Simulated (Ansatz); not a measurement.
Write the native input for Ansatz 0.2.0 that does the following.

```yaml
Task: band structure
Functional: PBE
Potentials_or_basis: Ansatz PAW
Cutoff: "420 eV (not typed: the program's choice for these potentials)"
k_mesh: 5 × 5 × 2
Occupations: fermi-dirac, width 0.05 eV
Spin: collinear spin, ferromagnetic start
Starting_moments: "[0.0, 0.0, 2.0, 2.0, 2.0, 0.0, 0.0, 0.0, 0.0, 0.0, 0.0, 0.0, 0.0, 0.0, 0.0, 0.0, 0.0, 0.0, 0.0, 0.0, 0.0, 0.0] μB"
Path: "[[\"X\", \"G\", \"Y\"], [\"L\", \"G\", \"Z\"], [\"N\", \"G\", \"M\"], [\"R\", \"G\"]]"
Points_for_each_segment_of_the_path: 10
```

The system is Ba2Tl5V3O12.

```
Ba V Tl O
1.0
     6.06147    0.00000    0.00000
    -2.48324    5.58450    0.00000
    -2.28447   -2.42817   13.72687
Ba V Tl O
2 3 5 12
Direct
  0.88251 0.01561 0.47320
  0.57886 0.79688 0.88922
  0.26936 0.10580 0.98468
  0.11629 0.55820 0.33914
  0.60807 0.30696 0.66552
  0.48361 0.28991 0.38373
  0.08311 0.07485 0.74869
  0.77279 0.89398 0.17719
  0.29791 0.66599 0.60107
  0.97201 0.46636 0.04740
  0.02458 0.05647 0.04354
  0.16369 0.86975 0.88754
  0.33585 0.37289 0.93818
  0.53308 0.10242 0.04892
  0.42674 0.67762 0.40063
  0.95197 0.64202 0.41211
  0.00696 0.24041 0.32565
  0.08373 0.64865 0.23032
  0.85890 0.33214 0.61652
  0.63673 0.58163 0.72390
  0.56343 0.09920 0.74423
  0.34984 0.20226 0.56862
```

The cell was built by a generator and needn't be a form met in nature.

These files were run (other wordings do the same):

input.yaml

```yaml
crystal:
  lattice:
    - [6.06147, 0.0, 0.0]
    - [-2.48324, 5.5845, 0.0]
    - [-2.28447, -2.42817, 13.72687]
  atoms:
    - { symbol: Ba, position: [0.88251, 0.01561, 0.4732] }
    - { symbol: Ba, position: [0.57886, 0.79688, 0.88922] }
    - { symbol: V, position: [0.26936, 0.1058, 0.98468], spin: 2.0 }
    - { symbol: V, position: [0.11629, 0.5582, 0.33914], spin: 2.0 }
    - { symbol: V, position: [0.60807, 0.30696, 0.66552], spin: 2.0 }
    - { symbol: Tl, position: [0.48361, 0.28991, 0.38373] }
    - { symbol: Tl, position: [0.08311, 0.07485, 0.74869] }
    - { symbol: Tl, position: [0.77279, 0.89398, 0.17719] }
    - { symbol: Tl, position: [0.29791, 0.66599, 0.60107] }
    - { symbol: Tl, position: [0.97201, 0.46636, 0.0474] }
    - { symbol: O, position: [0.02458, 0.05647, 0.04354] }
    - { symbol: O, position: [0.16369, 0.86975, 0.88754] }
    - { symbol: O, position: [0.33585, 0.37289, 0.93818] }
    - { symbol: O, position: [0.53308, 0.10242, 0.04892] }
    - { symbol: O, position: [0.42674, 0.67762, 0.40063] }
    - { symbol: O, position: [0.95197, 0.64202, 0.41211] }
    - { symbol: O, position: [0.00696, 0.24041, 0.32565] }
    - { symbol: O, position: [0.08373, 0.64865, 0.23032] }
    - { symbol: O, position: [0.8589, 0.33214, 0.61652] }
    - { symbol: O, position: [0.63673, 0.58163, 0.7239] }
    - { symbol: O, position: [0.56343, 0.0992, 0.74423] }
    - { symbol: O, position: [0.34984, 0.20226, 0.56862] }
hamiltonian:
  xc: pbe
  pseudopotentials: { kind: paw }
magnetization:
  spin_polarized: true
kpoints:
  mp_grid: { grid: [5, 5, 2] }
  band_path:
    path:
      - [[0.0, 0.0, -0.5], [0.0, 0.0, 0.0], [0.0, 0.5, 0.0]]
      - [[0.0, 0.5, -0.5], [0.0, 0.0, 0.0], [0.5, -0.5, 0.0]]
      - [[0.5, -0.5, -0.5], [0.0, 0.0, 0.0], [0.5, 0.0, 0.0]]
      - [[0.5, 0.0, -0.5], [0.0, 0.0, 0.0]]
    npoints: 10
scf:
  occupations: { method: fermi_dirac, width: 0.05 }
  n_extra_bands: 55
output:
  forces: true
  stress: true
  eigenvalues: true
  fatbands: false
```

Potentials or basis: Ansatz PAW.

Command:

```sh
$ ansatz run input.yaml --threads 8 --pin off --max-ram 20480MiB --backend cpu --events-out ev --progress --plain --runs-dir out
```

Results of the run:

- Pressure: 0.0 GPa
- Largest force: 0.006 eV/Å
- Band gap on the k mesh: 3.02 eV, indirect (least direct gap 3.03 eV)
- Band gap along the path: 2.93 eV, direct
- Net moment: 0.00 μB per cell
- Absolute moment: 0.00 μB per cell

Caveat: the k mesh misses the band edges, so the gap on the mesh is wider than the one along the path; the pressure holds a Pulay correction of +0.3 GPa for the finite cutoff; spin-orbit coupling is left out, which as a rule narrows the gap of such compounds by several tenths of an eV; the starting moments weren't kept.

It took 100 s on 8 threads of Intel(R) Xeon(R) 6975P-C (Granite Rapids), on a shared host, peak memory 6.8 GiB.
